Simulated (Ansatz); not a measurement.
# C2H8OSSi: the cost of one run

All numbers below are computed with Ansatz 0.2.0 (RKS B3LYP-D4/def2-mTZVP).

## 1. Starting point

Bond lengths: O1–C2 1.350 Å, C2–S3 1.788 Å, S3–C4 1.805 Å, C4–Si5 1.850 Å, O1–H6 0.991 Å, C2–H7 1.084 Å, C2–H8 1.080 Å, C4–H9 1.164 Å, C4–H10 1.056 Å, Si5–H11 1.481 Å, Si5–H12 1.467 Å, Si5–H13 1.431 Å. Angles (14 of 20 angles, heavy atoms first): O1–C2–S3 109.8°, C2–S3–C4 103.9°, S3–C4–Si5 112.6°, O1–C2–H7 111.7°, O1–C2–H8 109.1°, S3–C2–H7 110.3°, S3–C2–H8 107.4°, C2–O1–H6 109.2°, S3–C4–H9 104.8°, S3–C4–H10 109.1°, Si5–C4–H9 111.8°, Si5–C4–H10 114.1°, C4–Si5–H11 111.3°, C4–Si5–H12 109.6°.

Structure file:

```xyz
13

O    -1.8337   -0.4428    1.4687
C    -0.7116   -1.1489    1.2133
S     0.7108   -0.0678    1.2754
C     0.4639    1.0558   -0.1158
Si    0.9266    0.2941   -1.7371
H    -1.6569    0.1955    2.2054
H    -0.7626   -1.6474    0.2519
H    -0.5823   -1.8962    1.9822
H    -0.6659    1.3334   -0.0762
H     0.9528    1.9701    0.0863
H     0.1994   -0.9757   -1.9627
H     0.6426    1.2383   -2.8229
H     2.3374    0.0570   -1.7537
```

## 2. Relaxing end A

Input file input.yaml:

```yaml
crystal:
  periodic: [false, false, false]
  atoms:
    - { symbol: O, position_ang: [-1.8337, -0.4428, 1.4687] }
    - { symbol: C, position_ang: [-0.7116, -1.1489, 1.2133] }
    - { symbol: S, position_ang: [0.7108, -0.0678, 1.2754] }
    - { symbol: C, position_ang: [0.4639, 1.0558, -0.1158] }
    - { symbol: Si, position_ang: [0.9266, 0.2941, -1.7371] }
    - { symbol: H, position_ang: [-1.6569, 0.1955, 2.2054] }
    - { symbol: H, position_ang: [-0.7626, -1.6474, 0.2519] }
    - { symbol: H, position_ang: [-0.5823, -1.8962, 1.9822] }
    - { symbol: H, position_ang: [-0.6659, 1.3334, -0.0762] }
    - { symbol: H, position_ang: [0.9528, 1.9701, 0.0863] }
    - { symbol: H, position_ang: [0.1994, -0.9757, -1.9627] }
    - { symbol: H, position_ang: [0.6426, 1.2383, -2.8229] }
    - { symbol: H, position_ang: [2.3374, 0.057, -1.7537] }
basis:
  gaussian: { orbitals: def2-mTZVP }
hamiltonian:
  xc: b3lyp
  dispersion: d4
relax:
  f_tol: 0.015
  max_steps: 40
```

Launch:

```
$ ansatz run input.yaml --threads 2 --pin off --max-ram 3072MiB --backend cpu --events-out ev --progress --plain --runs-dir out
```

**Question.** How long does this run take on 2 threads of Arm Neoverse V2, shared host, and how much memory does it need?

About 45 s, with a peak of 0.32 GiB.
